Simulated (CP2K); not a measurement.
Crystal: Bi2Te3 (Tellurobismuthite).

```xyz
5
Lattice="10.4763 0.0000 0.0000 9.5582 4.2888 0.0000 9.5582 2.0461 3.7693" Properties=species:S:1:pos:R:3 pbc="T T T"
Bi   17.7556    3.8010    2.2616
Bi   11.8371    2.5340    1.5077
Te   23.3930    5.0078    2.9796
Te    6.1997    1.3272    0.7897
Te    0.0000    0.0000    0.0000
```

Base run:

- Program: CP2K 2026.2
- Functional: PBE
- Potentials or basis: POTENTIAL_UZH Bi GTH-SCAN-q5, Te GTH-SCAN-q6; DZVP-MOLOPT-SR-GTH basis
- Density cutoff: 6123 eV
- k mesh: 7 × 7 × 7
- Occupations: fermi-dirac, width 0.05 eV
- Spin: no spin polarisation

Its results: band gap on the k mesh 0.31 eV, direct; pressure 0.7 GPa; largest force 0.262 eV/Å.

After a change of settings the same cell gave: band gap on the k mesh 0.27 eV, direct; pressure 2.5 GPa; largest force 0.042 eV/Å. Which change was it?
A. potentials or basis from POTENTIAL_UZH Bi GTH-SCAN-q5, Te GTH-SCAN-q6; DZVP-MOLOPT-SR-GTH basis to GTH_POTENTIALS Bi GTH-PADE-q5, Te GTH-PADE-q6; DZVP-MOLOPT-SR-GTH basis; potentials from Bi GTH-SCAN-q5 of POTENTIAL_UZH, Te GTH-SCAN-q6 of POTENTIAL_UZH to Bi GTH-PADE-q5 of GTH_POTENTIALS, Te GTH-PADE-q6 of GTH_POTENTIALS
B. potentials or basis from POTENTIAL_UZH Bi GTH-SCAN-q5, Te GTH-SCAN-q6; DZVP-MOLOPT-SR-GTH basis to POTENTIAL_UZH Bi GTH-PBE0-q5, Te GTH-PBE0-q6; DZVP-MOLOPT-SR-GTH basis; potentials from Bi GTH-SCAN-q5 of POTENTIAL_UZH, Te GTH-SCAN-q6 of POTENTIAL_UZH to Bi GTH-PBE0-q5 of POTENTIAL_UZH, Te GTH-PBE0-q6 of POTENTIAL_UZH
C. potentials or basis from POTENTIAL_UZH Bi GTH-SCAN-q5, Te GTH-SCAN-q6; DZVP-MOLOPT-SR-GTH basis to GTH_POTENTIALS Bi GTH-PBE-q5, Te GTH-PBE-q6; DZVP-MOLOPT-SR-GTH basis; potentials from Bi GTH-SCAN-q5 of POTENTIAL_UZH, Te GTH-SCAN-q6 of POTENTIAL_UZH to Bi GTH-PBE-q5 of GTH_POTENTIALS, Te GTH-PBE-q6 of GTH_POTENTIALS

C.

Caveats: spin-orbit coupling is left out, which as a rule narrows the gap of such compounds by several tenths of an eV; the basis of atomic orbitals isn't converged, which shifts pressures, moduli and gaps; the potentials were made for another functional, which shifts forces and pressure (some runs).

Not every run made on this cell is shown here.
